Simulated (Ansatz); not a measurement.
# C7H15N: small, medium and large basis sets

An exercise on one series of results from a longer session: the logs are not shown, and one member is left open.

Computed with Ansatz 0.2.0, Gaussian basis. Level: one geometry, several basis sets.

Levels to be run: PBE0-D4/def2-SVP; ωB97M-V/def2-SVP; PBE0-D4/def2-QZVPP; ωB97M-V/def2-QZVPP; the functionals' def2-TZVPP values are taken from earlier runs.

**The geometry**

All runs share one geometry, relaxed beforehand with PBE0-D4 in a triple-zeta def2 set.

23 atoms, charge 0, spin multiplicity 1.

Atoms are counted from 1 here; the program's logs count them from 0.

Bond lengths: C1–C2 1.325 Å, C1–H9 1.086 Å, C1–H10 1.084 Å, C2–C3 1.493 Å, C2–H11 1.088 Å, C3–N4 1.449 Å, C3–H12 1.105 Å, C3–H13 1.095 Å, N4–C5 1.450 Å, N4–C7 1.453 Å, C5–C6 1.517 Å, C5–H14 1.105 Å, C5–H15 1.094 Å, C6–H16 1.092 Å, C6–H17 1.093 Å, C6–H18 1.092 Å, C7–C8 1.525 Å, C7–H19 1.095 Å and more. Angles: C2–C1–H9 121.3°, C2–C1–H10 121.7°, H9–C1–H10 117.0°, C1–C2–C3 124.7°, C1–C2–H11 120.1°, C3–C2–H11 115.3°, C2–C3–N4 112.2°, C2–C3–H12 109.6°, C2–C3–H13 108.0°, N4–C3–H12 113.0°, N4–C3–H13 107.5°, H12–C3–H13 106.2°, C3–N4–C5 112.9°, C3–N4–C7 113.5°, C5–N4–C7 113.4°, N4–C5–C6 113.1°, N4–C5–H14 112.1°, N4–C5–H15 107.2° and more.

Coordinates:

```
C    -1.2130   -2.6891   -1.0853
C    -0.7069   -1.4990   -1.3733
C     0.3502   -0.8102   -0.5757
N    -0.0140    0.5523   -0.2429
C     1.1031    1.3290    0.2597
C     2.0911    1.7194   -0.8236
C    -1.2030    0.6482    0.5876
C    -1.0965    0.0865    2.0014
H    -0.8921   -3.2412   -0.2069
H    -1.9586   -3.1588   -1.7163
H    -1.0527   -0.9578   -2.2517
H     0.6010   -1.4192    0.3114
H     1.2597   -0.7689   -1.1839
H     1.6385    0.8087    1.0742
H     0.6895    2.2411    0.7008
H     1.5810    2.2522   -1.6286
H     2.8661    2.3699   -0.4109
H     2.5950    0.8530   -1.2574
H    -1.4783    1.7067    0.6371
H    -2.0165    0.1402    0.0619
H    -2.0397    0.2342    2.5328
H    -0.8880   -0.9858    1.9976
H    -0.3110    0.5817    2.5775
```

Set-up of the first run:

in.yaml

```yaml
crystal:
  periodic: [false, false, false]
  atoms:
    - {symbol: C, position_ang: [-1.212974, -2.689110, -1.085348]}
    - {symbol: C, position_ang: [-0.706946, -1.498978, -1.373282]}
    - {symbol: C, position_ang: [0.350158, -0.810235, -0.575699]}
    - {symbol: N, position_ang: [-0.013972, 0.552256, -0.242874]}
    - {symbol: C, position_ang: [1.103054, 1.328959, 0.259674]}
    - {symbol: C, position_ang: [2.091116, 1.719379, -0.823609]}
    - {symbol: C, position_ang: [-1.202996, 0.648239, 0.587569]}
    - {symbol: C, position_ang: [-1.096452, 0.086511, 2.001405]}
    - {symbol: H, position_ang: [-0.892149, -3.241188, -0.206857]}
    - {symbol: H, position_ang: [-1.958596, -3.158813, -1.716256]}
    - {symbol: H, position_ang: [-1.052710, -0.957805, -2.251686]}
    - {symbol: H, position_ang: [0.600990, -1.419216, 0.311412]}
    - {symbol: H, position_ang: [1.259688, -0.768854, -1.183856]}
    - {symbol: H, position_ang: [1.638516, 0.808670, 1.074233]}
    - {symbol: H, position_ang: [0.689454, 2.241140, 0.700804]}
    - {symbol: H, position_ang: [1.581018, 2.252201, -1.628599]}
    - {symbol: H, position_ang: [2.866051, 2.369863, -0.410857]}
    - {symbol: H, position_ang: [2.594987, 0.852986, -1.257392]}
    - {symbol: H, position_ang: [-1.478285, 1.706704, 0.637071]}
    - {symbol: H, position_ang: [-2.016496, 0.140221, 0.061884]}
    - {symbol: H, position_ang: [-2.039683, 0.234186, 2.532832]}
    - {symbol: H, position_ang: [-0.888027, -0.985781, 1.997632]}
    - {symbol: H, position_ang: [-0.311047, 0.581666, 2.577496]}
basis:
  gaussian: {orbitals: def2-SVP}
hamiltonian: {xc: pbe0, dispersion: d4}
output: {orbitals: {seedname: orbitals}}
```

Among the steps run: PBE0-D4 in def2-SVP; ωB97M-V in def2-SVP; PBE0-D4 in def2-QZVPP; ωB97M-V in def2-QZVPP.

One table of the session follows, with a row left open; its other results are not shown here.

It belongs to the step «Functionals by basis». 

```
functional       basis  HOMO (eV)  LUMO (eV)
   PBE0-D4    def2-SVP      -5.92       0.52
   PBE0-D4  def2-TZVPP      -6.04       0.29
   PBE0-D4  def2-QZVPP      -6.07       0.21
   ωB97M-V    def2-SVP          ?          ?
   ωB97M-V  def2-TZVPP      -8.38       2.37
   ωB97M-V  def2-QZVPP      -8.40       1.84
```

**Question.** Estimate the row for ωB97M-V, def2-SVP.

**Answer.** HOMO (eV): -8.25; LUMO (eV): 2.74. In the column «HOMO (eV)» it lies between ωB97M-V, def2-TZVPP (-8.38) and PBE0-D4, def2-QZVPP (-6.07).
